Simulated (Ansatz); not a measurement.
# AlBrH3OSi: the cost of one run

Program: Ansatz 0.2.0, Gaussian basis. Level of theory: the settings change from run to run. These are calculated values, not measurements.

### 1 The geometry

The geometry comes from an earlier relaxation with PBE0-D4 in a triple-zeta def2 set; it is a stationary point, not always the lowest conformer.

SMILES `[SiH3][O][Al][Br]`, 7 atoms, charge 0, spin multiplicity 2.

Atoms are counted from 1 here; the program's logs count them from 0.

Bond lengths: Si1–O2 1.631 Å, Si1–H5 1.486 Å, Si1–H6 1.486 Å, Si1–H7 1.486 Å, O2–Al3 1.676 Å, Al3–Br4 2.275 Å. Angles: O2–Si1–H5 110.2°, O2–Si1–H6 109.6°, O2–Si1–H7 109.6°, H5–Si1–H6 109.1°, H5–Si1–H7 109.1°, H6–Si1–H7 109.1°, Si1–O2–Al3 175.4°, O2–Al3–Br4 119.4°.

Coordinates:

| atom | x (Å) | y (Å) | z (Å) |
| --- | --- | --- | --- |
| Si1 | 0.21974 | 1.11373 | 0.06715 |
| O2 | 0.16481 | -0.48723 | 0.37147 |
| Al3 | 0.04276 | -2.14667 | 0.56837 |
| Br4 | -1.08206 | -3.37606 | -0.98082 |
| H5 | -0.50794 | 1.42290 | -1.19098 |
| H6 | -0.41047 | 1.85737 | 1.18885 |
| H7 | 1.63437 | 1.54797 | -0.06954 |

### 2 r2SCAN/def2-SVP

This run has multiplicity 4, D3(BJ) with three-body dispersion, high accuracy, the search for lower states set to full.

The input, in.yaml:

```yaml
crystal:
  periodic: [false, false, false]
  atoms:
    - {symbol: Si, position_ang: [0.219735, 1.113727, 0.067150]}
    - {symbol: O, position_ang: [0.164805, -0.487228, 0.371472]}
    - {symbol: Al, position_ang: [0.042756, -2.146668, 0.568374]}
    - {symbol: Br, position_ang: [-1.082061, -3.376064, -0.980821]}
    - {symbol: H, position_ang: [-0.507939, 1.422896, -1.190979]}
    - {symbol: H, position_ang: [-0.410472, 1.857374, 1.188847]}
    - {symbol: H, position_ang: [1.634375, 1.547965, -0.069543]}
basis:
  gaussian: {orbitals: def2-SVP}
magnetization: {spin_polarized: true, initial_magnetization: 3}
hamiltonian: {xc: {name: r2SCAN}, dispersion: d3bjatm}
accuracy: high
scf: {lower_state_search: full}
```

Started as:

```
ansatz run in.yaml --threads 4 --pin off --events-out ev --progress --plain --max-ram 10444MiB
```

Q: Estimate wall time and peak memory on 4 threads of Arm Neoverse V1, shared host.

About 54 s, with a peak of 0.53 GiB.
